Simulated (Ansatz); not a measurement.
# ScAl7N8: the cost of one run

Method: DFT LDA, scalar-relativistic, plane waves, PAW, and further levels as typed in the inputs, in Ansatz 0.2.0.

## 1. The structure to begin with

Symmetry: P3m1, No. 156, trigonal system. Conventional cell: a = 6.299 Å, b = 6.299 Å, c = 4.970 Å, α = 90.00°, β = 90.00°, γ = 120.00°. Al (site symmetry m) has 4 N at 1.90 to 1.91 Å as nearest neighbours. Sc (site symmetry 3m) has 4 N at 1.90 to 1.91 Å as nearest neighbours. Al (site symmetry 3m) has 4 N at 1.90 to 1.91 Å as nearest neighbours. Around N (site symmetry m) lie 4 Al at 1.90 to 1.91 Å. N (site symmetry 3m) has 1 Sc at 1.90 Å and 3 Al at 1.91 Å as nearest neighbours. Around N (site symmetry m) lie 3 Al at 1.90 to 1.91 Å and 1 Sc at 1.91 Å. N (site symmetry 3m) has 4 Al at 1.90 to 1.91 Å as nearest neighbours.

Coordinates:

```cif
data_structure
_symmetry_space_group_name_H-M 'P 1'
_symmetry_Int_Tables_number 1
_cell_length_a 6.2990
_cell_length_b 6.2990
_cell_length_c 4.9695
_cell_angle_alpha 90.000
_cell_angle_beta 90.000
_cell_angle_gamma 120.000
_cell_volume 170.76
loop_
_atom_site_label
_atom_site_type_symbol
_atom_site_fract_x
_atom_site_fract_y
_atom_site_fract_z
_atom_site_occupancy
Al1 Al 0.16667 0.33333 0.00000 1
Al2 Al 0.16667 0.83333 0.00000 1
Sc1 Sc 0.66667 0.33333 0.00000 1
Al3 Al 0.66667 0.83333 0.00000 1
Al4 Al 0.33333 0.16667 0.50000 1
Al5 Al 0.33333 0.66667 0.50000 1
Al6 Al 0.83333 0.16667 0.50000 1
Al7 Al 0.83333 0.66667 0.50000 1
N1 N 0.16667 0.33333 0.38200 1
N2 N 0.16667 0.83333 0.38200 1
N3 N 0.66667 0.33333 0.38200 1
N4 N 0.66667 0.83333 0.38200 1
N5 N 0.33333 0.16667 0.88200 1
N6 N 0.33333 0.66667 0.88200 1
N7 N 0.83333 0.16667 0.88200 1
N8 N 0.83333 0.66667 0.88200 1
```

## 2. Relaxing cell and atoms: ScAl7N8, no spin

The input, input.yaml:

```yaml
crystal:
  lattice:
    - [6.299, 0.0, 0.0]
    - [-3.1495, 5.4550940184, 0.0]
    - [0.0, 0.0, 4.9695]
  atoms:
    - { symbol: Al, position: [0.1666666667, 0.3333333333, 0.0] }
    - { symbol: Al, position: [0.1666666667, 0.8333333333, 0.0] }
    - { symbol: Sc, position: [0.6666666667, 0.3333333333, 0.0] }
    - { symbol: Al, position: [0.6666666667, 0.8333333333, 0.0] }
    - { symbol: Al, position: [0.3333333333, 0.1666666667, 0.5] }
    - { symbol: Al, position: [0.3333333333, 0.6666666667, 0.5] }
    - { symbol: Al, position: [0.8333333333, 0.1666666667, 0.5] }
    - { symbol: Al, position: [0.8333333333, 0.6666666667, 0.5] }
    - { symbol: "N", position: [0.1666666667, 0.3333333333, 0.382] }
    - { symbol: "N", position: [0.1666666667, 0.8333333333, 0.382] }
    - { symbol: "N", position: [0.6666666667, 0.3333333333, 0.382] }
    - { symbol: "N", position: [0.6666666667, 0.8333333333, 0.382] }
    - { symbol: "N", position: [0.3333333333, 0.1666666667, 0.882] }
    - { symbol: "N", position: [0.3333333333, 0.6666666667, 0.882] }
    - { symbol: "N", position: [0.8333333333, 0.1666666667, 0.882] }
    - { symbol: "N", position: [0.8333333333, 0.6666666667, 0.882] }
scf:
  occupations: { method: gaussian, width: 0.02 }
output:
  forces: true
  stress: true
hamiltonian:
  xc: lda
kpoints:
  mp_grid: { grid: [4, 4, 5] }
relax:
  f_tol: 0.004
  cell: { stress_tol: 0.03 }
```

Launch:

```sh
$ ansatz run input.yaml --threads 8 --pin off --max-ram 12288MiB --backend cpu --events-out ev --progress --plain --runs-dir out
```

**Question.** How long does this run take on 8 threads of Arm Neoverse N1, shared host, and how much memory does it need?

About 24 s, with a peak of 0.67 GiB.
